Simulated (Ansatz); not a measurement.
# F2H7NOSi: the cost of one run

All numbers below are computed with Ansatz 0.2.0 (RKS BLYP/def2-SVP).

## (1) The starting structure

Bond lengths: Si1–O2 2.065 Å, Si1–H3 1.479 Å, Si1–H4 1.448 Å, Si1–N5 1.715 Å, Si1–F7 2.003 Å, O2–H10 0.953 Å, N5–H11 1.006 Å, N5–H12 1.004 Å. Angles: Si1–O2–H10 108.5°, O2–Si1–H3 88.7°, O2–Si1–H4 108.5°, O2–Si1–N5 108.7°, O2–Si1–F7 80.0°, H3–Si1–H4 105.9°, H3–Si1–N5 98.5°, H3–Si1–F7 168.5°, H4–Si1–N5 135.5°, H4–Si1–F7 79.8°, N5–Si1–F7 83.4°, Si1–N5–H11 121.0°, Si1–N5–H12 118.7°, H11–N5–H12 111.0°.

Coordinates:

```xyz
12

Si   -0.2677   -1.0194    0.0145
O    -0.7175    0.5162    1.3191
H    -1.6835   -1.4409    0.0773
H     0.4789   -2.0302    0.7347
N    -0.2576   -0.3975   -1.5834
H     1.5590    1.0287    0.4418
F     1.5207   -0.1248    0.1272
H     0.1295    1.4526    1.1839
F     1.1207    2.0581    0.8691
H    -1.5780    0.8603    1.0964
H     0.6040   -0.1310   -2.0300
H    -0.9083   -0.7720   -2.2506
```

## (2) Pulling towards end A

Springs on the bonds that form and break draw the guess towards this end; the thresholds are loose.

input.yaml

```yaml
crystal:
  periodic: [false, false, false]
  atoms:
    - { symbol: Si, position_ang: [-0.2677, -1.0194, 0.0145] }
    - { symbol: O, position_ang: [-0.7175, 0.5162, 1.3191] }
    - { symbol: H, position_ang: [-1.6835, -1.4409, 0.0773] }
    - { symbol: H, position_ang: [0.4789, -2.0302, 0.7347] }
    - { symbol: "N", position_ang: [-0.2576, -0.3975, -1.5834] }
    - { symbol: H, position_ang: [1.559, 1.0287, 0.4418] }
    - { symbol: F, position_ang: [1.5207, -0.1248, 0.1272] }
    - { symbol: H, position_ang: [0.1295, 1.4526, 1.1839] }
    - { symbol: F, position_ang: [1.1207, 2.0581, 0.8691] }
    - { symbol: H, position_ang: [-1.578, 0.8603, 1.0964] }
    - { symbol: H, position_ang: [0.604, -0.131, -2.03] }
    - { symbol: H, position_ang: [-0.9083, -0.772, -2.2506] }
basis:
  gaussian: { orbitals: def2-SVP }
hamiltonian:
  xc: blyp
relax:
  f_tol: 0.15
  max_steps: 25
  restrain:
    - { distance: [0, 6], at: 2.98, k: 30.0 }
    - { distance: [5, 8], at: 2.18, k: 30.0 }
    - { distance: [7, 1], at: 2.27, k: 30.0 }
    - { distance: [0, 1], at: 1.77, k: 30.0 }
    - { distance: [5, 6], at: 0.88, k: 30.0 }
    - { distance: [7, 8], at: 0.88, k: 30.0 }
```

Run with:

```bash
$ ansatz run input.yaml --threads 2 --pin off --max-ram 3072MiB --backend cpu --events-out ev --progress --plain --runs-dir out
```

What time and memory should one allow on 2 threads of Intel Xeon Platinum 8488C (Sapphire Rapids), shared host?

About 37 s, with a peak of 0.17 GiB.
